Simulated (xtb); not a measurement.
# GeHSCl2F (SMILES [F][Ge]([SH])([Cl])[Cl]): levels of theory compared

We compute a comparison of 3 runs (GFN2-xTB, GFN0-xTB, GFN1-xTB) of GeHSCl2F. 

Program for the calculation: xtb 6.7.1.

4 further runs of the same task are left out: 1 that didn't finish, 3 set aside as unsound or not needed.

### 1 The system as given

The species is GeHSCl2F (6 atoms), meant as a singlet with charge 0. SMILES: `[F][Ge]([SH])([Cl])[Cl]`. The coordinates come from a PBE0-D4/def2-TZVP relaxation. This is one conformer, not always the lowest.

Bond lengths: F1–Ge2 1.720 Å, Ge2–S3 2.181 Å, Ge2–Cl4 2.115 Å, Ge2–Cl5 2.121 Å, S3–H6 1.346 Å. Angles: F1–Ge2–S3 111.1°, F1–Ge2–Cl4 107.1°, F1–Ge2–Cl5 104.8°, S3–Ge2–Cl4 109.1°, S3–Ge2–Cl5 113.6°, Cl4–Ge2–Cl5 110.9°, Ge2–S3–H6 92.1°.

### 2 Energy and gradient at GFN2-xTB (run 1)

Input file input.xyz:

```xyz
6
start
F      1.026900    -1.407000    -0.691200
Ge    -0.148100    -0.195600    -0.359900
S     -0.244400     0.240000     1.774800
Cl    -2.016500    -0.953000    -0.997700
Cl     0.438900     1.465300    -1.540500
H      0.985300     0.786300     1.768500
```

Started as:

```sh
$ xtb --grad --json -P 1 -- input.xyz | tee xtb.out
```

What it wrote:

```text
* xtb version 6.7.1
[...]
          :  # basis functions                  45          :
[...]
          :  # electrons                        32          :
[...]
          :  Hamiltonian                  GFN2-xTB          :
[...]
          :  net charge                          0          :
          :  unpaired electrons                  0          :
[...]
   *** convergence criteria satisfied after 14 iterations ***
[...]
         ::                     SUMMARY                     ::
         :::::::::::::::::::::::::::::::::::::::::::::::::::::
         :: total energy             -19.685345458683 Eh    ::
         :: gradient norm              0.031526630124 Eh/a0 ::
         :: HOMO-LUMO gap              4.082537892694 eV    ::
         ::.................................................::
         :: SCC energy               -19.708772168338 Eh    ::
         :: -> isotropic ES            0.004755951626 Eh    ::
         :: -> anisotropic ES         -0.000357540049 Eh    ::
         :: -> anisotropic XC          0.001454570569 Eh    ::
         :: -> dispersion             -0.006150548959 Eh    ::
         :: repulsion energy           0.023426709656 Eh    ::
         :: add. restraining           0.000000000000 Eh    ::
         :: total charge               0.000000000000 e     ::
         :::::::::::::::::::::::::::::::::::::::::::::::::::::
[...]
        16        2.0000           -0.4275769             -11.6350 (HOMO)
        17                         -0.2775464              -7.5524 (LUMO)
[...]
     #   Z          covCN         q      C6AA      α(0)
     1   9          0.716    -0.247    11.742     4.046
     2  32          3.240     0.394   187.750    25.786
     3  16          1.814    -0.159   147.770    20.460
     4  17          0.817    -0.086   101.750    15.431
     5  17          0.816    -0.094   101.979    15.448
     6   1          0.922     0.193     1.137     1.667
[...]
molecular dipole:
                 x           y           z       tot (Debye)
 q only:        0.094       0.621       0.600
   full:        0.161       0.518       0.158       1.435
molecular quadrupole (traceless):
[...]
          | TOTAL ENERGY              -19.685345458683 Eh   |
          | GRADIENT NORM               0.031526630124 Eh/α |
          | HOMO-LUMO GAP               4.082537892694 eV   |
           -------------------------------------------------
[...]
```

Standard error:

```text
normal termination of xtb
```

It took 0.026 s on 1 thread of Arm Neoverse V1, shared host.

### 3 Energy and forces at GFN0-xTB (run 2)

Input file .CHRG:

```
0
```

Input file .UHF:

```
0
```

Input file coord:

```
$coord
      1.940559757378     -2.658844657348     -1.306178697341  f
     -0.279868439057     -0.369630429977     -0.680112432253  ge
     -0.461849064859      0.453534269910      3.353885925986  s
     -3.810632730308     -1.800908996768     -1.885379754539  cl
      0.829400796098      2.769015690414     -2.911123094986  cl
      1.861947150594      1.485891651793      3.341980651401  h
$end
```

Started as:

```sh
$ xtb coord --grad --gfn0 > out.txt
```

What it wrote:

```text
* xtb version 6.7.1
[...]
[WARNING] Please study the warnings concerning your input carefully
-1- prog_main_parseArguments: The use of '--gfn0' is discouraged, please use '--gfn 0' next time
########################################################################
[...]
          :  # basis functions                  46          :
[...]
          :  # electrons                        32          :
[...]
 Zeroth order Hamiltonian       ...        0 min,  0.000 sec ( 14.807%)
[...]
         ::                     SUMMARY                     ::
         :::::::::::::::::::::::::::::::::::::::::::::::::::::
         :: total energy             -18.396442818005 Eh    ::
         :: gradient norm              0.025667634839 Eh/a0 ::
         :: HOMO-LUMO gap              5.870420145893 eV    ::
         ::.................................................::
         :: H0 energy                -18.280992531386 Eh    ::
         :: repulsion energy           0.034972811263 Eh    ::
         :: electrostat energy        -0.148224642844 Eh    ::
         :: -> Gsolv                   0.000000000000 Eh    ::
         ::    -> Gsasa                0.000000000000 Eh    ::
         ::    -> Gshift               0.000000000000 Eh    ::
         :: dispersion energy         -0.002198455038 Eh    ::
         :: short-range corr.          0.000000000000 Eh    ::
         :: add. restraining           0.000000000000 Eh    ::
         :: total charge               0.000000000000 e     ::
         :::::::::::::::::::::::::::::::::::::::::::::::::::::
[...]
        16        2.0000           -0.4192776             -11.4091 (HOMO)
        17                         -0.2035436              -5.5387 (LUMO)
[...]
     #   Z          covCN         q      C6AA      α(0)
     1   9          0.716    -0.255    11.878     3.971
     2  32          3.240     0.713   194.075    26.036
     3  16          1.814    -0.108   142.958    20.160
     4  17          0.817    -0.225   104.142    15.599
     5  17          0.816    -0.233   104.394    15.618
     6   1          0.922     0.108     1.717     2.050
[...]
          | TOTAL ENERGY              -18.396442818005 Eh   |
          | GRADIENT NORM               0.025667634839 Eh/α |
          | HOMO-LUMO GAP               5.870420145893 eV   |
           -------------------------------------------------
[...]
```

Standard error:

```text
normal termination of xtb
```

It took 0.022 s on 1 thread of Arm Neoverse V1, shared host.

### 4 Energy and gradient at GFN1-xTB (run 3)

Input file geom.xyz:

```xyz
6

F      1.02690000    -1.40700000    -0.69120000
Ge    -0.14810000    -0.19560000    -0.35990000
S     -0.24440000     0.24000000     1.77480000
Cl    -2.01650000    -0.95300000    -0.99770000
Cl     0.43890000     1.46530000    -1.54050000
H      0.98530000     0.78630000     1.76850000
```

Started as:

```sh
$ xtb --grad --json --gfn1 -P 1 -- geom.xyz > geom.out 2> xtb.err
```

What it wrote:

```text
* xtb version 6.7.1
[...]
[WARNING] Please study the warnings concerning your input carefully
-1- prog_main_parseArguments: The use of '--gfn1' is discouraged, please use '--gfn 1' next time
########################################################################
[...]
          :  # basis functions                  46          :
[...]
          :  # electrons                        32          :
[...]
          :  Hamiltonian                  GFN1-xTB          :
[...]
          :  net charge                          0          :
          :  unpaired electrons                  0          :
[...]
   *** convergence criteria satisfied after 11 iterations ***
[...]
         ::                     SUMMARY                     ::
         :::::::::::::::::::::::::::::::::::::::::::::::::::::
         :: total energy             -19.721230454828 Eh    ::
         :: gradient norm              0.026924037117 Eh/a0 ::
         :: HOMO-LUMO gap              5.552788265658 eV    ::
         ::.................................................::
         :: SCC energy               -19.751436358022 Eh    ::
         :: -> electrostatic           0.037666370199 Eh    ::
         :: repulsion energy           0.033188817195 Eh    ::
         :: dispersion energy         -0.002982914000 Eh    ::
         :: halogen bond corr.         0.000000000000 Eh    ::
         :: add. restraining           0.000000000000 Eh    ::
         :: total charge               0.000000000000 e     ::
         :::::::::::::::::::::::::::::::::::::::::::::::::::::
[...]
        16        2.0000           -0.4427266             -12.0472 (HOMO)
        17                         -0.2386654              -6.4944 (LUMO)
[...]
     #   Z sym  total        # sym  WBO       # sym  WBO       # sym  WBO
 ---------------------------------------------------------------------------
     1   9      1.109 --     2      0.939
     2  32      4.581 --     4      1.233     5      1.193     3      1.182
                             1      0.939
     3  16      2.316 --     2      1.182     6      0.937
     4  17      1.409 --     2      1.233
     5  17      1.386 --     2      1.193
     6   1      0.983 --     3      0.937
 ---------------------------------------------------------------------------
[...]
          | TOTAL ENERGY              -19.721230454828 Eh   |
          | GRADIENT NORM               0.026924037117 Eh/α |
          | HOMO-LUMO GAP               5.552788265658 eV   |
           -------------------------------------------------
[...]
```

Standard error:

```text
normal termination of xtb
```

It took 0.026 s on 1 thread of Arm Neoverse V1, shared host.

### 5 All runs side by side

| run | level | energy (Eh) | dipole moment (D) | HOMO energy (eV) | LUMO energy (eV) | wall time |
| --- | --- | --- | --- | --- | --- | --- |
| 1 | GFN2-xTB | -19.685345 | 1.44 | -11.63 | -7.55 | 0.026 s |
| 2 | GFN0-xTB | -18.396443 | 1.94 | -11.41 | -5.54 | 0.022 s |
| 3 | GFN1-xTB | -19.721230 | 2.28 | -12.05 | -6.49 | 0.026 s |

### 6 Results

```
                       quantity         value
            run 3: total energy  -19.72123 Eh
           run 3: dipole moment        2.28 D
             run 3: HOMO energy     -12.05 eV
             run 3: LUMO energy      -6.49 eV
           run 3: HOMO–LUMO gap       5.55 eV
       run 3: dispersion energy  -7.83 kJ/mol
run 3: largest force on an atom    1.054 eV/Å
```

What this shows: The dipole moment (its size) runs from 1.44 D (GFN2-xTB) to 2.28 D (GFN1-xTB). The HOMO–LUMO gap runs from 4.08 eV (GFN2-xTB) to 5.87 eV (GFN0-xTB). Force-field and semi-empirical energies have zeros of their own, so their totals don't compare. All runs together took 0.074 s, the longest 0.026 s.
